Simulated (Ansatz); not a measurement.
# GaIr: how the settings move a single-point run

Question: which choices in the input matter for GaIr?

Computed with Ansatz 0.2.0 (reference: DFT, PBEsol, all-electron PAW with datasets made for the crystal, scalar-relativistic, unless a step's input says otherwise).

### 1 Starting point

Symmetry: Pm-3m, No. 221, cubic system. The conventional cell has a = 2.554 Å, b = 2.554 Å, c = 2.554 Å, α = 90.00°, β = 90.00°, γ = 90.00°. Ga (site symmetry m-3m) has 8 Ir at 2.21 Å as nearest neighbours. Ir (site symmetry m-3m) has 8 Ga at 2.21 Å as nearest neighbours.

As a file:

```
CELL_PARAMETERS angstrom
2.55434 0.00000 0.00000
0.00000 2.55434 0.00000
0.00000 0.00000 2.55434
ATOMIC_POSITIONS crystal
Ga 0.00000 0.00000 0.00000
Ir 0.50000 0.50000 0.50000
```

### 2 The reference run

input.yaml reads:

```yaml
crystal:
  lattice:
    - [2.5543364004, 0.0, 0.0]
    - [0.0, 2.5543364004, 0.0]
    - [0.0, 0.0, 2.5543364004]
  atoms:
    - { symbol: Ga, position: [0.0, 0.0, 0.0] }
    - { symbol: Ir, position: [0.5, 0.5, 0.5] }
kpoints:
  mp_grid: { grid: [12, 12, 12] }
scf:
  occupations: { method: fermi_dirac, width: 0.05 }
hamiltonian:
  xc: pbesol
  pseudopotentials: { kind: all_electron, datasets: crystal }
output:
  forces: true
  stress: true
  eigenvalues: true
  efg: { contact_densities: true }
```

Run with:

```bash
> ansatz run input.yaml --threads 1 --pin off --max-ram 2048MiB --backend cpu --events-out ev --progress --plain --runs-dir out
```

### 3 Changing settings: mp_grid.shift [0.5, 0.5, 0.5], occupations.method gaussian, occupations.width 0.001

Edit input.yaml of step 2 so:

```diff
@@ -9,5 +9,5 @@
 kpoints:
-  mp_grid: { grid: [12, 12, 12] }
+  mp_grid: { grid: [12, 12, 12], shift: [0.5, 0.5, 0.5] }
 scf:
-  occupations: { method: fermi_dirac, width: 0.05 }
+  occupations: { method: gaussian, width: 0.001 }
 hamiltonian:
```

Q: Predict the outcome of this session. Wanted: for each run, ending; energy change; pressure; gap; force.

As calculated:

```csv
run,ending,energy change,pressure (GPa),gap (eV),force (eV/Å),cycles,time
reference,converged,0,406.9,0.00,0.00,9,26 s
"1: mp_grid.shift [0.5, 0.5, 0.5], occupations.method gaussian, occupations.width 0.001",converged,+2.8 meV/atom (σ→0),407.1,0.00,0.00,12,21 s
```

Residual by cycle in the longest SCF loop of each run; runs are numbered as in the table. The quantity is the density residual dr2, in eV.

```csv
cycle,reference,run 1
1,0.776,0.772
2,0.244,0.121
3,0.0579,0.189
4,0.00454,0.00326
5,6.0e-5,5.2e-4
6,9.9e-6,9.4e-6
7,1.5e-4,5.6e-5
8,6.8e-6,5.1e-7
9,6.2e-8,4.9e-9
10,-,8.6e-9
11,-,1.2e-8
12,-,1.3e-9
```

What this shows: Changing the k-point mesh and smearing moves the energy by +2.8 meV/atom (σ→0 values). More than one kind of setting changed, and this run alone doesn't tell their shares apart. The structure is not at rest: the sound run finds 407 GPa, so these are no properties of the relaxed crystal. 
